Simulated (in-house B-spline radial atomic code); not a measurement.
**Tc²⁺: excited configurations in jj coupling**

How much energy does it take to promote electrons of Tc²⁺ to other shells? Each configuration is solved by itself and compared with the reference.

Method: Dirac-Hartree-Fock, average of configuration, Fermi nucleus, basis-set limit. Code: in-house B-spline radial atomic code version 1.

## 1. Starting point

* element: technetium (Z = 43)
* charge: +2
* electrons: 41
* configuration: 1s2 2s2 2p6 3s2 3p6 3d10 4s2 4p6 4d-4 4d+1
* Hamiltonian: Dirac-Coulomb
* nucleus: Fermi, rms radius 4.411 fm

In configurations, a minus sign after the shell means j = l − 1/2 and a plus sign j = l + 1/2; the count of electrons follows.

Settings of the run:

```ini
Z = 43
electrons = 41.0
configuration = 1s2 2s2 2p6 3s2 3p6 3d10 4s2 4p6 4d-4 4d+1
hamiltonian = dirac
method = hf
spin_polarised = False
nucleus = fermi
rms_radius = 4.411169945885085
mass_number = 97
atomic_mass = 96.90636072
speed_of_light = 137.035999084
```

The reference is known from an earlier run: -4283.417560 hartree in all. Up to eight levels, counted from the top:

| orbital | occupation | energy (eV) | <r> (bohr) |
| --- | --- | --- | --- |
| 3p3/2 | 4 | -470.78 | 0.4173 |
| 3d3/2 | 4 | -299.28 | 0.3953 |
| 3d5/2 | 6 | -294.39 | 0.3996 |
| 4s1/2 | 2 | -106.03 | 1.066 |
| 4p1/2 | 2 | -77.227 | 1.164 |
| 4p3/2 | 4 | -70.253 | 1.184 |
| 4d3/2 | 4 | -28.612 | 1.597 |
| 4d5/2 | 1 | -27.738 | 1.620 |

## 2. Configuration 1s2 2s2 2p6 3s2 3p6 3d-4 3d+5 4s2 4p6 4d-2 4d+3 5s1

Settings of the run:

```ini
Z = 43
electrons = 41.0
configuration = 1s2 2s2 2p6 3s2 3p6 3d-4 3d+5 4s2 4p6 4d-2 4d+3 5s1
hamiltonian = dirac
method = hf
spin_polarised = False
nucleus = fermi
rms_radius = 4.411169945885085
mass_number = 97
atomic_mass = 96.90636072
speed_of_light = 137.035999084
```

## 3. 1s2 2s2 2p6 3s2 3p6 3d-4 3d+5 4s2 4p6 4d-2 4d+3 8s1

Changes to the settings of step 2:

```diff
@@ -2,3 +2,3 @@
 electrons = 41.0
-configuration = 1s2 2s2 2p6 3s2 3p6 3d-4 3d+5 4s2 4p6 4d-2 4d+3 5s1
+configuration = 1s2 2s2 2p6 3s2 3p6 3d-4 3d+5 4s2 4p6 4d-2 4d+3 8s1
 hamiltonian = dirac
```

## 4. 1s2 2s2 2p6 3s2 3p6 3d10 4s2 4p-1 4p+4 4d+5 5g-1

Changes to the settings of step 3:

```diff
@@ -2,3 +2,3 @@
 electrons = 41.0
-configuration = 1s2 2s2 2p6 3s2 3p6 3d-4 3d+5 4s2 4p6 4d-2 4d+3 8s1
+configuration = 1s2 2s2 2p6 3s2 3p6 3d10 4s2 4p-1 4p+4 4d+5 5g-1
 hamiltonian = dirac
```

## 5. Configuration 1s2 2s2 2p6 3s2 3p6 3d-3 3d+6 4s2 4p6 4d-3 4d+3

Changes to the settings of step 4:

```diff
@@ -2,3 +2,3 @@
 electrons = 41.0
-configuration = 1s2 2s2 2p6 3s2 3p6 3d10 4s2 4p-1 4p+4 4d+5 5g-1
+configuration = 1s2 2s2 2p6 3s2 3p6 3d-3 3d+6 4s2 4p6 4d-3 4d+3
 hamiltonian = dirac
```

## 6. Run with 1s2 2s2 2p6 3s2 3p6 3d10 4s2 4p-2 4p+3 4d-1 4d+4 8f-1

Changes to the settings of step 5:

```diff
@@ -2,3 +2,3 @@
 electrons = 41.0
-configuration = 1s2 2s2 2p6 3s2 3p6 3d-3 3d+6 4s2 4p6 4d-3 4d+3
+configuration = 1s2 2s2 2p6 3s2 3p6 3d10 4s2 4p-2 4p+3 4d-1 4d+4 8f-1
 hamiltonian = dirac
```

## 7. Configuration 1s2 2s2 2p6 3s2 3p6 3d10 4s2 4p-1 4p+4 4d+5 7f+1

Changes to the settings of step 6:

```diff
@@ -2,3 +2,3 @@
 electrons = 41.0
-configuration = 1s2 2s2 2p6 3s2 3p6 3d10 4s2 4p-2 4p+3 4d-1 4d+4 8f-1
+configuration = 1s2 2s2 2p6 3s2 3p6 3d10 4s2 4p-1 4p+4 4d+5 7f+1
 hamiltonian = dirac
```

## 8. 1s2 2s2 2p6 3s2 3p6 3d10 4s2 4p-2 4p+3 4d-2 4d+3 8d+1

Changes to the settings of step 7:

```diff
@@ -2,3 +2,3 @@
 electrons = 41.0
-configuration = 1s2 2s2 2p6 3s2 3p6 3d10 4s2 4p-1 4p+4 4d+5 7f+1
+configuration = 1s2 2s2 2p6 3s2 3p6 3d10 4s2 4p-2 4p+3 4d-2 4d+3 8d+1
 hamiltonian = dirac
```

## 9. Configuration 1s2 2s2 2p6 3s2 3p6 3d10 4s2 4p6 4d-3 4d+1 8f-1

Changes to the settings of step 8:

```diff
@@ -2,3 +2,3 @@
 electrons = 41.0
-configuration = 1s2 2s2 2p6 3s2 3p6 3d10 4s2 4p-2 4p+3 4d-2 4d+3 8d+1
+configuration = 1s2 2s2 2p6 3s2 3p6 3d10 4s2 4p6 4d-3 4d+1 8f-1
 hamiltonian = dirac
```

## 10. Run with 1s2 2s2 2p6 3s2 3p6 3d10 4s2 4p-2 4p+3 4d-1 4d+4 7g+1

Changes to the settings of step 9:

```diff
@@ -2,3 +2,3 @@
 electrons = 41.0
-configuration = 1s2 2s2 2p6 3s2 3p6 3d10 4s2 4p6 4d-3 4d+1 8f-1
+configuration = 1s2 2s2 2p6 3s2 3p6 3d10 4s2 4p-2 4p+3 4d-1 4d+4 7g+1
 hamiltonian = dirac
```

How far above the reference does each configuration lie (order and size, in eV)?

The runs gave:

| net move | configuration | energy above the reference (eV) | with Breit, QED, recoil (eV) | largest <r> (bohr) |
| --- | --- | --- | --- | --- |
| 4d3/2 → 8f5/2 | 1s2 2s2 2p6 3s2 3p6 3d10 4s2 4p6 4d-3 4d+1 8f-1 | 25.474 | 25.481 | 28.8 |
| 4×4d3/2, 4p1/2 → 4×4d5/2, 5g7/2 | 1s2 2s2 2p6 3s2 3p6 3d10 4s2 4p-1 4p+4 4d+5 5g-1 | 65.876 | 65.746 | 9.16 |
| 2×4d3/2, 4p3/2 → 2×4d5/2, 8d5/2 | 1s2 2s2 2p6 3s2 3p6 3d10 4s2 4p-2 4p+3 4d-2 4d+3 8d+1 | 67.587 | 67.521 | 19.9 |
| 4×4d3/2, 4p1/2 → 4×4d5/2, 7f7/2 | 1s2 2s2 2p6 3s2 3p6 3d10 4s2 4p-1 4p+4 4d+5 7f+1 | 68.167 | 68.037 | 21.3 |
| 3×4d3/2, 4p3/2 → 3×4d5/2, 7g9/2 | 1s2 2s2 2p6 3s2 3p6 3d10 4s2 4p-2 4p+3 4d-1 4d+4 7g+1 | 68.913 | 68.836 | 21.1 |
| 3×4d3/2, 4p3/2 → 3×4d5/2, 8f5/2 | 1s2 2s2 2p6 3s2 3p6 3d10 4s2 4p-2 4p+3 4d-1 4d+4 8f-1 | 69.449 | 69.372 | 29.0 |
| 3d3/2, 4d3/2 → 2×4d5/2 | 1s2 2s2 2p6 3s2 3p6 3d-3 3d+6 4s2 4p6 4d-3 4d+3 | 257.94 | 257.79 | 1.52 |
| 3d5/2, 2×4d3/2 → 2×4d5/2, 5s | 1s2 2s2 2p6 3s2 3p6 3d-4 3d+5 4s2 4p6 4d-2 4d+3 5s1 | 261.01 | 261.01 | 2.80 |
| 3d5/2, 2×4d3/2 → 2×4d5/2, 8s | 1s2 2s2 2p6 3s2 3p6 3d-4 3d+5 4s2 4p6 4d-2 4d+3 8s1 | 279.69 | 279.67 | 14.6 |

**Reading.** The lowest of them is 4d3/2 → 8f5/2 at 25.474 eV and the highest 3d5/2, 2×4d3/2 → 2×4d5/2, 8s at 279.69 eV. Koopmans' estimate of the ionisation threshold is 27.738 eV; 8 configurations exceed it by over 2 % and could autoionise. Two partly filled shells share a symmetry and can mix in the average, which may lower the energy, for: 2×4d3/2, 4p3/2 → 2×4d5/2, 8d5/2; 3d3/2, 4d3/2 → 2×4d5/2; 3d5/2, 2×4d3/2 → 2×4d5/2, 5s; 3d5/2, 2×4d3/2 → 2×4d5/2, 8s. These are averages over configurations, without correlation, not spectroscopic levels.
